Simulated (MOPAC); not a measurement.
# One shape, several levels: CH3GeOS− (SMILES O=[C]([S-])[GeH3])

Wanted: a comparison of 5 runs (AM1, MNDO, PM6, PM6-D3H4, PM7) of CH3GeOS−. 

The results are computed with MOPAC 23.2.5.

6 further runs of the same task are left out: 1 that didn't finish, 5 set aside as unsound or not needed.

### Step 1. The structure to begin with

CH3GeOS− has 7 atoms, charge -1, and is taken as a singlet. As SMILES, `O=[C]([S-])[GeH3]`. Geometry: a GFN2-xTB relaxation, a rough one for these elements and not checked as a minimum.

Bond lengths: O1–C2 1.216 Å, C2–S3 1.664 Å, C2–Ge4 2.051 Å, Ge4–H5 1.547 Å, Ge4–H6 1.524 Å, Ge4–H7 1.522 Å. Angles: O1–C2–S3 130.3°, O1–C2–Ge4 120.1°, S3–C2–Ge4 109.6°, C2–Ge4–H5 123.8°, C2–Ge4–H6 114.2°, C2–Ge4–H7 114.5°, H5–Ge4–H6 100.6°, H5–Ge4–H7 101.1°, H6–Ge4–H7 99.0°.

### Step 2. Energy and gradient at AM1 (run 1)

File mol.mop:

```
AM1 1SCF BONDS GRADIENTS DISP CHARGE=-1 SINGLET THREADS=1 AUX(PRECISION=6)
CH3GeOS charge -1

O -0.580250 1 -2.157010 1 0.169480 1
C 0.132560 1 -1.218510 1 0.467380 1
S 1.422630 1 -1.136000 1 1.515260 1
Ge -0.199120 1 0.627200 1 -0.362570 1
H -1.263050 1 0.902990 1 -1.450900 1
H -0.544800 1 1.713070 1 0.649220 1
H 1.032030 1 1.268270 1 -0.987870 1
```

The run is started by

```
$ mopac mol.mop
```

mol.out:

```text
MOPAC v23.2.5
AM1 CALCULATION RESULTS
[...]
           Empirical Formula: C H3 O S Ge  =     7 atoms
      MOLECULAR POINT GROUP   :   Cs
[...]
     SCF FIELD WAS ACHIEVED
[...]
                              SUM =        -41.86611 KCAL/MOL = FINAL HEAT OF FORMATION
          TOTAL ENERGY            =       -766.89250 EV
          ELECTRONIC ENERGY       =      -1957.47229 EV
          CORE-CORE REPULSION     =       1190.57978 EV
          COSMO AREA              =        125.09 SQUARE ANGSTROMS
          COSMO VOLUME            =        115.94 CUBIC ANGSTROMS
          GRADIENT NORM           =         77.89564          =       29.44179 PER ATOM
          IONIZATION POTENTIAL    =          3.357635 EV
          HOMO LUMO ENERGIES (EV) =         -3.358  4.703
          NO. OF FILLED LEVELS    =         12
          MOLECULAR WEIGHT        =        135.6841         POINT GROUP:  Cs
[...]
                             CARTESIAN COORDINATES
   1    O       -0.580250000    -2.157010000     0.169480000
   2    C        0.132560000    -1.218510000     0.467380000
   3    S        1.422630000    -1.136000000     1.515260000
   4   Ge       -0.199120000     0.627200000    -0.362570000
   5    H       -1.263050000     0.902990000    -1.450900000
   6    H       -0.544800000     1.713070000     0.649220000
   7    H        1.032030000     1.268270000    -0.987870000
           Empirical Formula: C H3 O S Ge  =     7 atoms
      MOLECULAR POINT GROUP   :   Cs
[...]
              NET ATOMIC CHARGES AND DIPOLE CONTRIBUTIONS
  ATOM NO.   TYPE          CHARGE      No. of ELECS.   s-Pop       p-Pop
    1          O          -0.358843        6.3588     1.90339     4.45545
    2          C           0.258432        3.7416     1.27728     2.46429
    3          S          -0.658519        6.6585     1.92078     4.73774
    4         Ge          -0.157387        4.1574     0.91636     3.24102
    5          H          -0.040384        1.0404     1.04038
    6          H          -0.023011        1.0230     1.02301
    7          H          -0.020287        1.0203     1.02029
 DIPOLE           X         Y         Z       TOTAL
 POINT-CHG.    -2.177     3.557    -2.906     5.083
 HYBRID        -0.738     0.652    -0.781     1.257
 SUM           -2.915     4.209    -3.687     6.310
[...]
 * JOB ENDED NORMALLY *
[...]
```

It took 0.04 s on 1 thread of Arm Neoverse N1, shared host.

### Step 3. Energy and forces at MNDO (run 2)

File job.mop:

```
DISP BONDS GRADIENTS 1SCF CHARGE=-1 MNDO AUX(PRECISION=6) T=10M THREADS=1
gradient of CH3GeOS

O -0.580250 1 -2.157010 1 0.169480 1
C 0.132560 1 -1.218510 1 0.467380 1
S 1.422630 1 -1.136000 1 1.515260 1
Ge -0.199120 1 0.627200 1 -0.362570 1
H -1.263050 1 0.902990 1 -1.450900 1
H -0.544800 1 1.713070 1 0.649220 1
H 1.032030 1 1.268270 1 -0.987870 1
```

The run is started by

```
$ mopac job.mop
```

job.out:

```text
MOPAC v23.2.5
MNDO CALCULATION RESULTS
[...]
           Empirical Formula: C H3 O S Ge  =     7 atoms
      MOLECULAR POINT GROUP   :   Cs
[...]
     SCF FIELD WAS ACHIEVED
[...]
                              SUM =        -40.03155 KCAL/MOL = FINAL HEAT OF FORMATION
          TOTAL ENERGY            =       -801.61695 EV
          ELECTRONIC ENERGY       =      -1997.41445 EV
          CORE-CORE REPULSION     =       1195.79749 EV
          COSMO AREA              =        125.09 SQUARE ANGSTROMS
          COSMO VOLUME            =        115.94 CUBIC ANGSTROMS
          GRADIENT NORM           =        117.94936          =       44.58067 PER ATOM
          IONIZATION POTENTIAL    =          2.929596 EV
          HOMO LUMO ENERGIES (EV) =         -2.930  5.502
          NO. OF FILLED LEVELS    =         12
          MOLECULAR WEIGHT        =        135.6841         POINT GROUP:  Cs
[...]
                             CARTESIAN COORDINATES
   1    O       -0.580250000    -2.157010000     0.169480000
   2    C        0.132560000    -1.218510000     0.467380000
   3    S        1.422630000    -1.136000000     1.515260000
   4   Ge       -0.199120000     0.627200000    -0.362570000
   5    H       -1.263050000     0.902990000    -1.450900000
   6    H       -0.544800000     1.713070000     0.649220000
   7    H        1.032030000     1.268270000    -0.987870000
           Empirical Formula: C H3 O S Ge  =     7 atoms
      MOLECULAR POINT GROUP   :   Cs
[...]
              NET ATOMIC CHARGES AND DIPOLE CONTRIBUTIONS
  ATOM NO.   TYPE          CHARGE      No. of ELECS.   s-Pop       p-Pop
    1          O          -0.437253        6.4373     1.87865     4.55860
    2          C          -0.068218        4.0682     1.33312     2.73510
    3          S          -0.661709        6.6617     1.89533     4.76638
    4         Ge           1.452127        2.5479     0.91206     1.63581
    5          H          -0.433076        1.4331     1.43308
    6          H          -0.427429        1.4274     1.42743
    7          H          -0.424442        1.4244     1.42444
 DIPOLE           X         Y         Z       TOTAL
 POINT-CHG.    -2.290     3.655    -3.136     5.333
 HYBRID        -0.828     0.366    -0.777     1.193
 SUM           -3.119     4.021    -3.913     6.419
[...]
 * JOB ENDED NORMALLY *
[...]
```

Wall time 0.04 s (1 thread of Arm Neoverse N1, shared host).

Run 3 isn't shown in full; the table further down has it.

### Step 4. Energy and gradient at PM6-D3H4 (run 4)

File ch3geos.mop:

```
PM6-D3H4 CHARGE=-1 DISP GRADIENTS 1SCF BONDS THREADS=1 AUX(PRECISION=6)
job CH3GeOS

O -0.580250 1 -2.157010 1 0.169480 1
C 0.132560 1 -1.218510 1 0.467380 1
S 1.422630 1 -1.136000 1 1.515260 1
Ge -0.199120 1 0.627200 1 -0.362570 1
H -1.263050 1 0.902990 1 -1.450900 1
H -0.544800 1 1.713070 1 0.649220 1
H 1.032030 1 1.268270 1 -0.987870 1
```

The run is started by

```
$ mopac ch3geos.mop
```

ch3geos.out:

```text
MOPAC v23.2.5
PM6-D3H4 CALCULATION RESULTS
[...]
           Empirical Formula: C H3 O S Ge  =     7 atoms
      MOLECULAR POINT GROUP   :   Cs
[...]
     SCF FIELD WAS ACHIEVED
[...]
                              SUM =        -63.19218 KCAL/MOL = FINAL HEAT OF FORMATION
          TOTAL ENERGY            =       -710.75560 EV
          ELECTRONIC ENERGY       =      -1859.29424 EV
          CORE-CORE REPULSION     =       1148.53864 EV
          COSMO AREA              =        125.09 SQUARE ANGSTROMS
          COSMO VOLUME            =        115.94 CUBIC ANGSTROMS
          GRADIENT NORM           =         76.96113          =       29.08857 PER ATOM
          IONIZATION POTENTIAL    =          4.062042 EV
          HOMO LUMO ENERGIES (EV) =         -4.062  4.687
          NO. OF FILLED LEVELS    =         12
          MOLECULAR WEIGHT        =        135.6841         POINT GROUP:  Cs
[...]
                             CARTESIAN COORDINATES
   1    O       -0.580250000    -2.157010000     0.169480000
   2    C        0.132560000    -1.218510000     0.467380000
   3    S        1.422630000    -1.136000000     1.515260000
   4   Ge       -0.199120000     0.627200000    -0.362570000
   5    H       -1.263050000     0.902990000    -1.450900000
   6    H       -0.544800000     1.713070000     0.649220000
   7    H        1.032030000     1.268270000    -0.987870000
           Empirical Formula: C H3 O S Ge  =     7 atoms
      MOLECULAR POINT GROUP   :   Cs
[...]
              NET ATOMIC CHARGES AND DIPOLE CONTRIBUTIONS
  ATOM NO.   TYPE          CHARGE      No. of ELECS.   s-Pop       p-Pop       d-Pop
    1          O          -0.524622        6.5246     1.84901     4.67561
    2          C           0.692728        3.3073     1.13302     2.17426
    3          S          -0.793824        6.7938     1.96896     4.74443     0.08043
    4         Ge          -0.809050        4.8090     1.28165     3.52740
    5          H           0.130449        0.8696     0.86955
    6          H           0.151017        0.8490     0.84898
    7          H           0.153303        0.8467     0.84670
 DIPOLE           X         Y         Z       TOTAL
 POINT-CHG.    -2.371     4.739    -3.387     6.289
 HYBRID         0.353     0.668     0.119     0.765
 SUM           -2.018     5.406    -3.268     6.632
[...]
 * JOB ENDED NORMALLY *
[...]
```

Run time: 0.04 s. Hardware: 1 thread of Arm Neoverse N1, shared host.

### Step 5. Energy and forces at PM7 (run 5)

File input.mop:

```
PM7 CHARGE=-1 GRADIENTS DISP 1SCF BONDS AUX(PRECISION=6) T=10M THREADS=1
CH3GeOS

O     -0.580250 +1    -2.157010 +1     0.169480 +1
C      0.132560 +1    -1.218510 +1     0.467380 +1
S      1.422630 +1    -1.136000 +1     1.515260 +1
Ge    -0.199120 +1     0.627200 +1    -0.362570 +1
H     -1.263050 +1     0.902990 +1    -1.450900 +1
H     -0.544800 +1     1.713070 +1     0.649220 +1
H      1.032030 +1     1.268270 +1    -0.987870 +1
```

The run is started by

```
$ mopac input.mop
```

input.out:

```text
MOPAC v23.2.5
PM7 CALCULATION RESULTS
[...]
           Empirical Formula: C H3 O S Ge  =     7 atoms
      MOLECULAR POINT GROUP   :   Cs
[...]
     SCF FIELD WAS ACHIEVED
[...]
                              SUM =        -56.18968 KCAL/MOL = FINAL HEAT OF FORMATION
          TOTAL ENERGY            =       -724.54371 EV
          ELECTRONIC ENERGY       =      -1845.64447 EV
          CORE-CORE REPULSION     =       1121.10077 EV
          COSMO AREA              =        125.09 SQUARE ANGSTROMS
          COSMO VOLUME            =        115.94 CUBIC ANGSTROMS
          GRADIENT NORM           =         92.14392          =       34.82713 PER ATOM
          IONIZATION POTENTIAL    =          3.888217 EV
          HOMO LUMO ENERGIES (EV) =         -3.888  4.057
          NO. OF FILLED LEVELS    =         12
          MOLECULAR WEIGHT        =        135.6841         POINT GROUP:  Cs
[...]
                             CARTESIAN COORDINATES
   1    O       -0.580250000    -2.157010000     0.169480000
   2    C        0.132560000    -1.218510000     0.467380000
   3    S        1.422630000    -1.136000000     1.515260000
   4   Ge       -0.199120000     0.627200000    -0.362570000
   5    H       -1.263050000     0.902990000    -1.450900000
   6    H       -0.544800000     1.713070000     0.649220000
   7    H        1.032030000     1.268270000    -0.987870000
           Empirical Formula: C H3 O S Ge  =     7 atoms
      MOLECULAR POINT GROUP   :   Cs
[...]
              NET ATOMIC CHARGES AND DIPOLE CONTRIBUTIONS
  ATOM NO.   TYPE          CHARGE      No. of ELECS.   s-Pop       p-Pop       d-Pop
    1          O          -0.483422        6.4834     1.87680     4.60662
    2          C           0.519779        3.4802     1.16978     2.31044
    3          S          -0.748539        6.7485     1.95043     4.72496     0.07315
    4         Ge          -0.453097        4.4531     0.97549     3.47761
    5          H           0.037895        0.9621     0.96210
    6          H           0.063198        0.9368     0.93680
    7          H           0.064187        0.9358     0.93581
 DIPOLE           X         Y         Z       TOTAL
 POINT-CHG.    -2.277     4.482    -3.238     5.980
 HYBRID        -0.171     0.223    -0.189     0.339
 SUM           -2.448     4.706    -3.428     6.316
[...]
 * JOB ENDED NORMALLY *
[...]
```

Run time: 0.04 s. Hardware: 1 thread of Arm Neoverse N1, shared host.

### Step 6. The series

```
run     level  heat of formation (kcal/mol)  HOMO energy (eV)  LUMO energy (eV)  HOMO–LUMO gap (eV)  wall time
  1       AM1                        -41.87             -3.36              4.70                8.06     0.04 s
  2      MNDO                        -40.03             -2.93              5.50                8.43     0.04 s
  3       PM6                        -63.15             -4.06              4.69                8.75     0.04 s
  4  PM6-D3H4                        -63.19             -4.06              4.69                8.75     0.04 s
  5       PM7                        -56.19             -3.89              4.06                7.95     0.04 s
```

### Step 7. Outcome

| quantity | value |
| --- | --- |
| run 5: total energy | -26.62649 Eh |
| run 5: HOMO energy | -3.89 eV |
| run 5: LUMO energy | 4.06 eV |
| run 5: HOMO–LUMO gap | 7.95 eV |
| run 5: dispersion energy | -0.99 kJ/mol |
| run 5: heat of formation at this unrelaxed shape | -56.2 kcal/mol |
| run 5: largest force on an atom | 2.462 eV/Å |

In words: The HOMO–LUMO gap runs from 7.95 eV (PM7) to 8.75 eV (PM6). The empty levels of an anion lie above zero and hang on the basis. Force-field and semi-empirical energies have zeros of their own, so their totals don't compare. All runs together took 0.2 s, the longest 0.04 s.
